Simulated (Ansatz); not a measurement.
# ScTeAs3: one candidate of a structure search

The task: take a trial cell of ScTeAs3 to zero force and stress.

Method: DFT PBE, scalar-relativistic, plane waves, PAW, in Ansatz 0.2.0.

**1. The structure to begin with**

It takes space group Pm-3m (No. 221, cubic). The conventional cell has a = 5.172 Å, b = 5.172 Å, c = 5.172 Å, α = 90.00°, β = 90.00°, γ = 90.00°. Sc (site symmetry m-3m) has 12 As at 3.66 Å as nearest neighbours. Te (site symmetry m-3m) is surrounded by 6 As at 2.59 Å. Around As (site symmetry 4/mmm) lie 2 Te at 2.59 Å and 4 Sc at 3.66 Å and 8 As at 3.66 Å.

Structure file:

```cif
data_structure
_symmetry_space_group_name_H-M 'P 1'
_symmetry_Int_Tables_number 1
_cell_length_a 5.1718
_cell_length_b 5.1718
_cell_length_c 5.1718
_cell_angle_alpha 90.000
_cell_angle_beta 90.000
_cell_angle_gamma 90.000
_cell_volume 138.33
loop_
_atom_site_label
_atom_site_type_symbol
_atom_site_fract_x
_atom_site_fract_y
_atom_site_fract_z
_atom_site_occupancy
Sc1 Sc 0.50000 0.50000 0.50000 1
Te1 Te 0.00000 0.00000 0.00000 1
As1 As 0.50000 0.00000 0.00000 1
As2 As 0.00000 0.50000 0.00000 1
As3 As 0.00000 0.00000 0.50000 1
```

A structure generator made this guess: random cell by space group and Wyckoff sites (Pm-3m, No. 221). The dimensions are guesses.

**2. The guess as it stands, on a coarse mesh**

Input file input.yaml:

```yaml
crystal:
  lattice:
    - [5.17179774, 0.0, 0.0]
    - [0.0, 5.17179774, 0.0]
    - [0.0, 0.0, 5.17179774]
  atoms:
    - { symbol: Sc, position: [0.5, 0.5, 0.5] }
    - { symbol: Te, position: [0.0, 0.0, 0.0] }
    - { symbol: As, position: [0.5, 0.0, 0.0] }
    - { symbol: As, position: [0.0, 0.5, 0.0] }
    - { symbol: As, position: [0.0, 0.0, 0.5] }
basis:
  ecutwfc: 420
kpoints:
  mp_grid: { grid: [4, 4, 4] }
hamiltonian:
  xc: pbe
scf:
  occupations: { method: gaussian, width: 0.1 }
  lower_state_search: "off"
output:
  forces: true
  stress: true
  eigenvalues: true
```

On the command line:

```sh
$ ansatz run input.yaml --threads 1 --pin off --max-ram 2560MiB --backend cpu --events-out ev --progress --plain --runs-dir out
```

Output (excerpt; [...] marks lines left out):

```text
[...]
SCF converged after 7 iterations
Free energy (F): -23680.379109 eV
[...]
E sigma→0 (E₀):  -23680.365229 eV
Entropy (-TS):   -0.027761 eV (-5.552 meV/atom)
Fermi energy:    8.435936 eV
[...]
--- Forces (eV/Å), atoms counted from 1 ---
  atom   1  Sc     0.00000000    -0.00000000    -0.00000000
  atom   2  Te    -0.00000000     0.00000000     0.00000000
  atom   3  As     0.00000000    -0.00000000     0.00000000
  atom   4  As     0.00000000     0.00000000     0.00000000
  atom   5  As     0.00000000     0.00000000     0.00000000
[...]
--- Stress (GPa, compression-positive) ---
        1.786031       0.000000       0.000000
        0.000000       1.786031       0.000000
       -0.000000       0.000000       1.786031
  P = ⅓ Tr σ = 1.7860 GPa (17.860 kbar)
--- Band table (eV; the first three rows and the last of 10) ---
[...]
```

Run time: 8.4 s. Hardware: 1 thread of Intel Xeon at 2.50GHz (Skylake/Cascade Lake), shared host; peak memory 0.44 GiB.

The probe gives pressure 1.8 GPa, largest force 0.00 eV/Å, gap on this mesh none (metal). A cheap, loose relaxation comes first.

**3. Coarse relaxation**

Changes to input.yaml since step 2:

```diff
@@ -24 +24,6 @@
   eigenvalues: true
+relax:
+  adjacent_minimum: "off"
+  f_tol: 0.04
+  max_steps: 70
+  cell: { stress_tol: 0.4 }
```

On the command line:

```sh
$ ansatz run input.yaml --threads 1 --pin off --max-ram 2560MiB --backend cpu --events-out ev --progress --plain --runs-dir out
```

Output (excerpt; [...] marks lines left out):

```text
Warning: RAYON_NUM_THREADS=1 ignored (pool sized by the plan → 1); use --threads N
[...]
Pseudopotentials: kind: paw
Pseudopotential: Sc, paw, valence charge 11, recommended cutoff 420 eV (normal), Sc.paw.azcp
Pseudopotential: Te, paw, valence charge 16, recommended cutoff 420 eV (normal), Te.paw.azcp
Pseudopotential: As, paw, valence charge 15, recommended cutoff 420 eV (normal), As.paw.azcp
Functional definition: PBE
[...]
Crystal: 5 atoms, lattice volume = 138.333 Å³
Basis set: ecut = 420 eV, 2721 PW (Γ), exchange–correlation on 72×72×72 points (8 copies of the dense FFT grid, shifted against one another)
Bands: 44, of which v1, the nominal top of the filled ones, is band 36 counted from 1 (35 counted from 0)
Symmetry: 48 space group operations
Space group: Pm-3m (ITA 221), of the structure as read, at distance tolerance 5.2e-5 Å
k-points: 10 of 64
[...]
       -0.256623      -0.000000      -0.000000
       -0.000000      -0.256623       0.000000
       -0.000000       0.000000      -0.256623
  P = ⅓ Tr σ = -0.2566 GPa (-2.566 kbar)
--- Band table (eV; the first three rows and the last of 10) ---
[...]
--- Relaxed structure (2 steps of the walk, 2 accepted, 1 SCFs on fresh bases) ---
  F+E_penalty+E_count = -23680.40477967 eV   max|allowed force component| = 1.189e-29 eV/Å   (the final SCF, on the basis selected at the relaxed cell)
  cell:  # Å, volume = 143.9806 Å³
    - [5.241247527920618, 5.135813185032629e-34, -6.419766481290785e-34]
    - [5.135813185032629e-34, 5.241247527920618, 0.0]
    - [-6.419766481290785e-34, 0.0, 5.241247527920618]
  atoms:
    - { symbol: Sc, position: [0.5, 0.5, 0.5] }
    - { symbol: Te, position: [6.206513483347075e-36, -4.654885112510307e-37, -8.53395603960223e-37] }
    - { symbol: As, position: [0.5, -1.5322330162013028e-36, -8.533956039602221e-37] }
    - { symbol: As, position: [-1.0861398595857381e-35, 0.5, -4.654885112510307e-37] }
    - { symbol: As, position: [-1.7067912079204463e-35, 4.073024473446518e-37, 0.5] }
```

Wall time 29 s (1 thread of Intel Xeon at 2.50GHz (Skylake/Cascade Lake), shared host); peak memory 0.46 GiB.

Step by step:

```csv
step,energy from step 1 (eV/cell),largest force component (eV/Å),pressure (GPa),volume (Å³)
1,0.0000,0.0000,1.79,138.33
2,-0.0249,0.0000,-0.26,143.98
3,-0.0257,0.0000,-0.26,143.98
```

Step 1 is the start. Step 3 repeats the geometry before it on a plane-wave basis chosen anew for that cell, so its energy need not be comparable with the rows above.

|  | before | after | change |
| --- | --- | --- | --- |
| a (Å) | 5.172 | 5.241 | +1.3 % |
| b (Å) | 5.172 | 5.241 | +1.3 % |
| c (Å) | 5.172 | 5.241 | +1.3 % |
| volume (Å³/atom) | 27.67 | 28.80 | +4.1 % |
| shortest distance (Å) | 2.586 | 2.621 | +1.3 % |
| space group (0.01 Å) | Pm-3m | Pm-3m | same |

The run keeps the 48 symmetry operations of the start, so it could not have lowered the symmetry.

**4. Spin check on a coarse mesh**

Input file input.yaml:

```yaml
crystal:
  lattice:
    - [5.2412475279, 0.0, 0.0]
    - [0.0, 5.2412475279, 0.0]
    - [0.0, 0.0, 5.2412475279]
  atoms:
    - { symbol: Sc, position: [0.5, 0.5, 0.5], spin: 1.0 }
    - { symbol: Te, position: [0.0, 0.0, 0.0] }
    - { symbol: As, position: [0.5, 0.0, 0.0] }
    - { symbol: As, position: [0.0, 0.5, 0.0] }
    - { symbol: As, position: [0.0, 0.0, 0.5] }
basis:
  ecutwfc: 420
kpoints:
  mp_grid: { grid: [4, 4, 4] }
hamiltonian:
  xc: pbe
scf:
  occupations: { method: gaussian, width: 0.1 }
  lower_state_search: "off"
output:
  forces: true
  stress: true
  eigenvalues: true
  populations: true
magnetization:
  spin_polarized: true
```

On the command line:

```sh
$ ansatz run input.yaml --threads 1 --pin off --max-ram 2560MiB --backend cpu --events-out ev --progress --plain --runs-dir out
```

Output (excerpt; [...] marks lines left out):

```text
[...]
SCF converged after 19 iterations
Magnetization: -0.0000 μB (36.0000 up, 36.0000 down)
Absolute magnetization: 0.0000 μB (∫|ρ↑−ρ↓|, with the PAW one-centre terms)
Spin contamination: 0.0000 ħ² per cell (⟨S²⟩ above its minimum at these occupations)
Per-site moments (μB) at R_I (Å): [(1.1777223165881202e-5, 1.5287751884028187), (-2.2198262669358576e-6, 1.0810073026293752), (-5.389844493282447e-6, 1.0810073026293752), (-5.389844493140302e-6, 1.0810073026293752), (-5.389844493100312e-6, 1.0810073026293752)]
Free energy (F): -23680.404780 eV
[...]
E sigma→0 (E₀):  -23680.389492 eV
Entropy (-TS):   -0.030574 eV (-6.115 meV/atom)
Fermi energy:    7.914754 eV
[...]
--- Forces (eV/Å), atoms counted from 1 ---
  atom   1  Sc     0.00000000     0.00000000     0.00000000
  atom   2  Te    -0.00000000     0.00000000    -0.00000000
  atom   3  As    -0.00000000    -0.00000000    -0.00000000
  atom   4  As    -0.00000000     0.00000000    -0.00000000
  atom   5  As    -0.00000000     0.00000000    -0.00000000
[...]
--- Stress (GPa, compression-positive) ---
       -0.256621      -0.000000       0.000000
        0.000000      -0.256621       0.000000
        0.000000       0.000000      -0.256621
  P = ⅓ Tr σ = -0.2566 GPa (-2.566 kbar)
--- Band table (eV; the first three rows and the last of 20) ---
[...]
--- Löwdin populations: 5 sites ---
  site symbol       q [e]    m [muB]
     0     Sc     10.0651     0.0000
     1     Te     15.2002    -0.0000
     2     As     15.4676    -0.0000
     3     As     15.4676    -0.0000
     4     As     15.4676    -0.0000
  spilling = 0.004610 (of n_electrons = 72.000000)
```

It took 32 s on 1 thread of Intel Xeon at 2.50GHz (Skylake/Cascade Lake), shared host; peak memory 0.49 GiB.

Per atom:

```tsv
atom	Löwdin electrons
Sc1	10.06
Te2	15.20
As3	15.47
As4	15.47
As5	15.47
```

The Löwdin counts miss 0.33 of the 72 electrons, which the atomic orbitals do not span, so they are no charges.

The same cell is solved with trial moments on Sc. The largest site moment that stays is 0.00 μB and the cell's total 0.00 μB. The workflow keeps spin only above 0.25 μB on a site, so the next run goes without spin.

**5. Final relaxation**

The end of the coarse run is made exact in the group found at a tolerance of 0.06 Å and reduced to its primitive cell.

Input file input.yaml:

```yaml
crystal:
  lattice:
    - [5.2412475279, 0.0, 0.0]
    - [0.0, 5.2412475279, 0.0]
    - [0.0, 0.0, 5.2412475279]
  atoms:
    - { symbol: Sc, position: [0.5, 0.5, 0.5] }
    - { symbol: Te, position: [0.0, 0.0, 0.0] }
    - { symbol: As, position: [0.5, 0.0, 0.0] }
    - { symbol: As, position: [0.0, 0.5, 0.0] }
    - { symbol: As, position: [0.0, 0.0, 0.5] }
basis:
  ecutwfc: 420
kpoints:
  mp_grid: { grid: [8, 8, 8] }
hamiltonian:
  xc: pbe
scf:
  occupations: { method: gaussian, width: 0.1 }
output:
  forces: true
  stress: true
  eigenvalues: true
relax:
  adjacent_minimum: "off"
  f_tol: 0.01
  max_steps: 80
  cell: { stress_tol: 0.05 }
```

On the command line:

```sh
$ ansatz run input.yaml --threads 1 --pin off --max-ram 2560MiB --backend cpu --events-out ev --progress --plain --runs-dir out
```

Output (excerpt; [...] marks lines left out):

```text
Warning: RAYON_NUM_THREADS=1 ignored (pool sized by the plan → 1); use --threads N
[...]
[... 5 set-up lines as earlier in the session ...]
[...]
Crystal: 5 atoms, lattice volume = 143.981 Å³
Basis set: ecut = 420 eV, 2801 PW (Γ), exchange–correlation on 72×72×72 points (8 copies of the dense FFT grid, shifted against one another)
Bands: 44, of which v1, the nominal top of the filled ones, is band 36 counted from 1 (35 counted from 0)
[... 2 set-up lines as earlier in the session ...]
k-points: 35 of 512
[...]
       -0.004029      -0.000000      -0.000000
       -0.000000      -0.004029       0.000000
       -0.000000       0.000000      -0.004029
  P = ⅓ Tr σ = -0.0040 GPa (-0.040 kbar)
--- Band table (eV; the first three rows and the last of 35) ---
[...]
--- Relaxed structure (3 steps of the walk, 3 accepted, 1 SCFs on fresh bases) ---
  F+E_penalty+E_count = -23680.73010208 eV   max|allowed force component| = 1.161e-29 eV/Å   (the final SCF, on the basis selected at the relaxed cell)
  cell:  # Å, volume = 141.7080 Å³
    - [5.213524851322408, 3.2098832406453945e-35, -2.5679065925163143e-34]
    - [2.8888949165808538e-34, 5.213524851322408, 0.0]
    - [-2.5679065925163143e-34, 0.0, 5.213524851322408]
  atoms:
    - { symbol: Sc, position: [0.5, 0.5, 0.5] }
    - { symbol: Te, position: [1.3473401307305038e-35, 7.655341651739683e-38, -6.8898074866771225e-37] }
    - { symbol: As, position: [0.5, -6.889807486663199e-37, 7.655341651878877e-38] }
    - { symbol: As, position: [5.8180596554268826e-36, 0.5, 7.655341651878939e-38] }
    - { symbol: As, position: [7.349127985799448e-36, -1.0717478312665329e-36, 0.5] }
```

Run time: 1.8 min. Hardware: 1 thread of Intel Xeon at 2.50GHz (Skylake/Cascade Lake), shared host; peak memory 0.55 GiB.

Relaxation path:

| step | energy from step 1 (eV/cell) | largest force component (eV/Å) | pressure (GPa) | volume (Å³) |
| --- | --- | --- | --- | --- |
| 1 | 0.0000 | 0.0000 | -0.78 | 143.98 |
| 2 | -0.0058 | 0.0000 | 0.13 | 141.34 |
| 3 | -0.0059 | 0.0000 | 0.00 | 141.71 |
| 4 | -0.0056 | 0.0000 | 0.00 | 141.71 |

Step 1 is the start. Step 4 repeats the geometry before it on a plane-wave basis chosen anew for that cell, so its energy need not be comparable with the rows above.

|  | before | after | change |
| --- | --- | --- | --- |
| a (Å) | 5.241 | 5.214 | -0.5 % |
| b (Å) | 5.241 | 5.214 | -0.5 % |
| c (Å) | 5.241 | 5.214 | -0.5 % |
| volume (Å³/atom) | 28.80 | 28.34 | -1.6 % |
| shortest distance (Å) | 2.621 | 2.607 | -0.5 % |
| space group (0.01 Å) | Pm-3m | Pm-3m | same |

Forces and stress were held to the start's 48 operations: a distortion of lower symmetry was not tested.

**6. What came out**

```
                              quantity                                                                      value
symmetry at the end (tolerance 0.05 Å)                                                space group Pm-3m (No. 221)
                     conventional cell  a = 5.214 Å, b = 5.214 Å, c = 5.214 Å, α = 90.00°, β = 90.00°, γ = 90.00°
                                volume                                                              28.34 Å³/atom
              energy over the elements                                                              +0.69 eV/atom
                       gap on the mesh                                                               none (metal)
```

What this shows: The space group Pm-3m (No. 221) is kept, and the volume per atom grows by 2.4 % from the first guess. The formation energy is positive, so the separate elements lie lower. No finished test with a distortion of lower symmetry is shown, so the end may be a saddle point. The runs treat Te without spin-orbit coupling. Other magnetic orders were not searched.
